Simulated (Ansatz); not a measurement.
Geometry optimisation, DFT PBE, scalar-relativistic, plane waves, PAW (Ansatz 0.2.0).

The input (input.yaml):

```yaml
crystal:
  lattice:
    - [5.7891, 0.0, 0.0]
    - [-2.89455, 5.013508, 0.0]
    - [0.0, 0.0, 16.248165]
  atoms:
    - { symbol: W, position: [0.0, 0.0, 0.0615454] }
    - { symbol: C, position: [0.3333333, 0.1666667, 0.1486971] }
    - { symbol: W, position: [0.0, 0.0, 0.2358488] }
    - { symbol: C, position: [0.3333333, 0.1666667, 0.3230005] }
    - { symbol: W, position: [0.0, 0.5, 0.0615454] }
    - { symbol: C, position: [0.3333333, 0.6666667, 0.1486971] }
    - { symbol: W, position: [0.0, 0.5, 0.2358488] }
    - { symbol: C, position: [0.3333333, 0.6666667, 0.3230005] }
    - { symbol: W, position: [0.5, 0.0, 0.0615454] }
    - { symbol: C, position: [0.8333333, 0.1666667, 0.1486971] }
    - { symbol: W, position: [0.5, 0.0, 0.2358488] }
    - { symbol: C, position: [0.8333333, 0.1666667, 0.3230005] }
    - { symbol: W, position: [0.5, 0.5, 0.0615454] }
    - { symbol: C, position: [0.8333333, 0.6666667, 0.1486971] }
    - { symbol: W, position: [0.5, 0.5, 0.2358488] }
    - { symbol: C, position: [0.8333333, 0.6666667, 0.3230005] }
    - { symbol: H, position: [0.0178469, 0.4963985, 0.3574659] }
basis:
  ecutwfc: 420.0
kpoints:
  mp_grid: { grid: [5, 5, 1] }
hamiltonian:
  xc: pbe
  pseudopotentials: { kind: paw, azcp: { folder: soft_1 } }
scf:
  occupations: { method: gaussian, width: 0.15 }
  lower_state_search: "off"
relax:
  f_tol: 0.03
  max_steps: 60
  adjacent_minimum: "off"
  constraints: [{ sites: [0, 4, 8, 12] }]
output:
  write_density: true
  write_potential: true
  elf: true
  volumetric_format: npy
```

Launched with:

```bash
$ ansatz run input.yaml --threads 4 --pin off --max-ram 10240MiB --backend cpu --events-out ev --progress --plain --runs-dir out
```

Question: Where does it end, and by what steps?

Answer: The run converged. The force dipped under the threshold on the way, but the program's further checks kept it going. Limits of this set-up: coarse k mesh, thin slab, slab without dipole correction, odd electron count without spin, a typed lattice constant that wasn't relaxed here. After 12 steps the energy has fallen by 4.919 eV; H17 moved furthest, 1.63 Å. Parted: W7–H17 (1.98 → 2.87 Å). Joined: C8–H17 (1.68 → 1.09 Å).

| step | energy less start (eV) | largest force component (eV/Å) | accepted |
| --- | --- | --- | --- |
| 0 | 0.0000 | 5.235 | yes |
| 1 | -2.8275 | 1.103 | yes |
| 2 | -3.0476 | 0.912 | yes |
| 3 | -3.4236 | 1.382 | yes |
| 4 | -3.7979 | 0.960 | yes |
| 5 | -4.0556 | 1.670 | yes |
| 6 | -4.3084 | 1.369 | yes |
| 7 | -4.4918 | 1.519 | yes |
| 8 | -4.7038 | 1.196 | yes |
| 9 | -4.8504 | 0.528 | yes |
| 10 | -4.9143 | 0.130 | yes |
| 11 | -4.9193 | 0.007 | yes |
| 12 | -4.9193 | 0.007 | yes |

```xyz
17
Lattice="5.7891 0.0000 0.0000 -2.8946 5.0135 0.0000 0.0000 0.0000 16.2482" Properties=species:S:1:pos:R:3
W 0.000 0.000 1.000
C 1.446 0.835 2.320
W -0.001 0.000 3.869
C 1.461 0.843 4.985
W -1.447 2.507 1.000
C 0.000 3.342 2.340
W -1.449 2.506 3.864
C -0.001 3.342 5.108
W 2.895 0.000 1.000
C 4.343 0.834 2.320
W 2.894 0.001 3.865
C 4.327 0.843 4.985
W 1.447 2.507 1.000
C 2.894 3.344 2.320
W 1.448 2.506 3.865
C 2.894 3.326 4.985
H -0.004 3.339 6.199
```

Whether the end is a true minimum wasn't checked by a vibrational analysis.

The run took 2.6 min on 4 threads of Arm Neoverse V2, with other jobs on the host, peak memory 1.4 GiB.
